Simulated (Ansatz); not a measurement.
# C₃H₇AlO: up Jacob's ladder to CCSD(T)

The task here is to estimate one member of a computed series from the others.

Method: functionals in def2-TZVPP, the program's frozen cores in correlated methods; program: Ansatz 0.2.0, Gaussian basis.

Plan: LDA (SPW92), PBE-D4, revPBE-D4, BLYP-D4, r2SCAN-D4, B97M-V, PBE0-D4, B3LYP-D4, r2SCANh-D4, r2SCAN0-D4, HSE06-D4, BHLYP-D4, CAM-B3LYP-D4, LC-ωPBE, ωB97X-V, ωB97M-V, B2PLYP, PBE-QIDH; CCSD(T)/def2-SVP; CCSD(T)/def2-TZVPP; MP2/def2-QZVPP; extrapolation to the limit; RPA on PBE.

## Structure used throughout

The geometry comes from an earlier relaxation with PBE0-D4 in a triple-zeta def2 set; it is a stationary point, not always the lowest conformer.

SMILES `C[C]1(C)[O][AlH]1`, 12 atoms, charge 0, spin multiplicity 1.

Atoms are counted from 1 here; the program's logs count them from 0.

Bond lengths: C1–C2 1.504 Å, C1–H6 1.093 Å, C1–H7 1.099 Å, C1–H8 1.092 Å, C2–C3 1.504 Å, C2–O4 1.489 Å, C2–Al5 1.904 Å, C3–H9 1.093 Å, C3–H10 1.092 Å, C3–H11 1.099 Å, O4–Al5 1.708 Å, Al5–H12 1.573 Å. Angles: C2–C1–H6 110.8°, C2–C1–H7 109.8°, C2–C1–H8 112.4°, H6–C1–H7 108.0°, H6–C1–H8 108.1°, H7–C1–H8 107.6°, C1–C2–C3 112.5°, C1–C2–O4 111.5°, C1–C2–Al5 123.2°, C3–C2–O4 111.5°, C3–C2–Al5 123.2°, O4–C2–Al5 58.9°, C2–C3–H9 110.8°, C2–C3–H10 112.4°, C2–C3–H11 109.8°, H9–C3–H10 108.1°, H9–C3–H11 108.0°, H10–C3–H11 107.6° and more.

The first run:

in.yaml

```yaml
crystal:
  periodic: [false, false, false]
  atoms:
    - {symbol: C, position_ang: [-1.305194, -0.512977, 0.238039]}
    - {symbol: C, position_ang: [0.021038, 0.130951, -0.061229]}
    - {symbol: C, position_ang: [1.182848, -0.699509, 0.411721]}
    - {symbol: O, position_ang: [0.147408, 0.472502, -1.504770]}
    - {symbol: Al, position_ang: [0.196182, 1.939452, -0.630984]}
    - {symbol: H, position_ang: [-1.442403, -0.635321, 1.315589]}
    - {symbol: H, position_ang: [-1.347852, -1.508874, -0.224445]}
    - {symbol: H, position_ang: [-2.145997, 0.067033, -0.147864]}
    - {symbol: H, position_ang: [1.150298, -0.829513, 1.496592]}
    - {symbol: H, position_ang: [2.145581, -0.254831, 0.151547]}
    - {symbol: H, position_ang: [1.140654, -1.695526, -0.050556]}
    - {symbol: H, position_ang: [0.334536, 3.471514, -0.959640]}
basis:
  gaussian: {orbitals: def2-TZVPP}
hamiltonian: {xc: lda}
output: {orbitals: {seedname: orbitals}}
```

Among the steps run: LDA; PBE-D4 (GGA); revPBE-D4 (GGA); BLYP-D4 (GGA); r2SCAN-D4 (meta-GGA); B97M-V (meta-GGA); PBE0-D4 (hybrid); B3LYP-D4 (hybrid); r2SCANh-D4 (hybrid); r2SCAN0-D4 (hybrid); HSE06-D4 (hybrid); BHLYP-D4 (hybrid); CAM-B3LYP-D4 (range-separated); LC-ωPBE (range-separated); ωB97X-V (range-separated); ωB97M-V (range-separated); B2PLYP (double hybrid); PBE-QIDH (double hybrid).

One table of the session follows, with a row left open; its other results are not shown here.

It belongs to the step «Orbital energies across the functionals». 

| functional | HOMO (eV) | gap (eV) |
| --- | --- | --- |
| LDA (SPW92) | -5.11 | 3.03 |
| PBE-D4 | -4.97 | 3.12 |
| revPBE-D4 | -4.91 | 3.17 |
| BLYP-D4 | -4.87 | 3.12 |
| r2SCAN-D4 | -5.12 | 3.60 |
| B97M-V | -5.22 | 3.48 |
| PBE0-D4 | -6.07 | 4.98 |
| B3LYP-D4 | -5.91 | 4.60 |
| r2SCANh-D4 | -5.54 | 4.28 |
| r2SCAN0-D4 | -6.18 | 5.28 |
| HSE06-D4 | ? | ? |
| BHLYP-D4 | -7.14 | 6.76 |
| CAM-B3LYP-D4 | -7.40 | 7.21 |
| LC-ωPBE | -8.65 | 9.56 |
| ωB97X-V | -8.34 | 9.11 |
| ωB97M-V | -8.23 | 8.71 |

Q: Estimate the row for HSE06-D4 from the others.

The run gave: HOMO (eV): -5.68; gap (eV): 4.22. In the column «HOMO (eV)» it lies between B3LYP-D4 (-5.91) and r2SCANh-D4 (-5.54).
